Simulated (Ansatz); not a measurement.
**C₂H₂F₆OTi: small, medium and large basis sets**

The task here is to estimate one member of a computed series from the others.

Computed with Ansatz 0.2.0, Gaussian basis. Level: one geometry, several basis sets.

Plan: PBE0-D4/def2-SVP; ωB97M-V/def2-SVP; PBE0-D4/def2-QZVPP; ωB97M-V/def2-QZVPP; the functionals' def2-TZVPP values are taken from earlier runs.

## Structure used throughout

All runs share one geometry, relaxed beforehand with PBE0-D4 in a triple-zeta def2 set.

SMILES `FC(F)(F)C[O][Ti]([F])([F])[F]`, 12 atoms, charge 0, spin multiplicity 1.

Atoms are counted from 1 here; the program's logs count them from 0.

Bond lengths: F1–C2 1.336 Å, C2–F3 1.333 Å, C2–F4 1.335 Å, C2–C5 1.517 Å, C5–O6 1.382 Å, C5–H11 1.094 Å, C5–H12 1.094 Å, O6–Ti7 1.759 Å, Ti7–F8 1.747 Å, Ti7–F9 1.750 Å, Ti7–F10 1.751 Å. Angles: F1–C2–F3 107.6°, F1–C2–F4 108.2°, F1–C2–C5 111.2°, F3–C2–F4 108.2°, F3–C2–C5 111.8°, F4–C2–C5 109.7°, C2–C5–O6 110.8°, C2–C5–H11 107.9°, C2–C5–H12 108.0°, O6–C5–H11 110.7°, O6–C5–H12 110.2°, H11–C5–H12 109.1°, C5–O6–Ti7 158.6°, O6–Ti7–F8 110.2°, O6–Ti7–F9 109.1°, O6–Ti7–F10 108.9°, F8–Ti7–F9 109.2°, F8–Ti7–F10 109.9° and more.

The first run:

Contents of in.yaml:

```yaml
crystal:
  periodic: [false, false, false]
  atoms:
    - {symbol: F, position_ang: [0.997741, 1.293017, -1.104885]}
    - {symbol: C, position_ang: [-0.166553, 0.758192, -1.484274]}
    - {symbol: F, position_ang: [0.103862, -0.354215, -2.166512]}
    - {symbol: F, position_ang: [-0.770864, 1.617129, -2.308330]}
    - {symbol: C, position_ang: [-1.060246, 0.482395, -0.289369]}
    - {symbol: O, position_ang: [-0.438015, -0.369713, 0.603302]}
    - {symbol: Ti, position_ang: [0.854668, -1.069216, 1.569015]}
    - {symbol: F, position_ang: [2.149294, -1.621039, 0.533900]}
    - {symbol: F, position_ang: [1.473095, 0.147688, 2.663594]}
    - {symbol: F, position_ang: [0.211769, -2.413326, 2.488014]}
    - {symbol: H, position_ang: [-1.290214, 1.440661, 0.186291]}
    - {symbol: H, position_ang: [-1.987537, 0.033327, -0.656845]}
basis:
  gaussian: {orbitals: def2-SVP}
hamiltonian: {xc: pbe0, dispersion: d4}
output: {orbitals: {seedname: orbitals}}
```

Launch:

```sh
$ ansatz run in.yaml --threads 4 --pin off --events-out ev --progress --plain --max-ram 66560MiB --backend cpu
```

Among the steps run: PBE0-D4 in def2-SVP; ωB97M-V in def2-SVP; PBE0-D4 in def2-QZVPP; ωB97M-V in def2-QZVPP.

One table of the session follows, with a row left open; its other results are not shown here.

It belongs to the step «Functionals by basis». 

```
functional       basis  HOMO (eV)  LUMO (eV)
   PBE0-D4    def2-SVP      -9.89      -2.63
   PBE0-D4  def2-TZVPP     -10.00      -2.61
   PBE0-D4  def2-QZVPP          ?          ?
   ωB97M-V    def2-SVP     -12.24      -0.28
   ωB97M-V  def2-TZVPP     -12.38      -0.28
   ωB97M-V  def2-QZVPP     -12.39      -0.28
```

Estimate the missing values for PBE0-D4, def2-QZVPP.

The run gave: HOMO (eV): -10.01; LUMO (eV): -2.60. In the column «HOMO (eV)» it lies between ωB97M-V, def2-SVP (-12.24) and PBE0-D4, def2-TZVPP (-10.00).
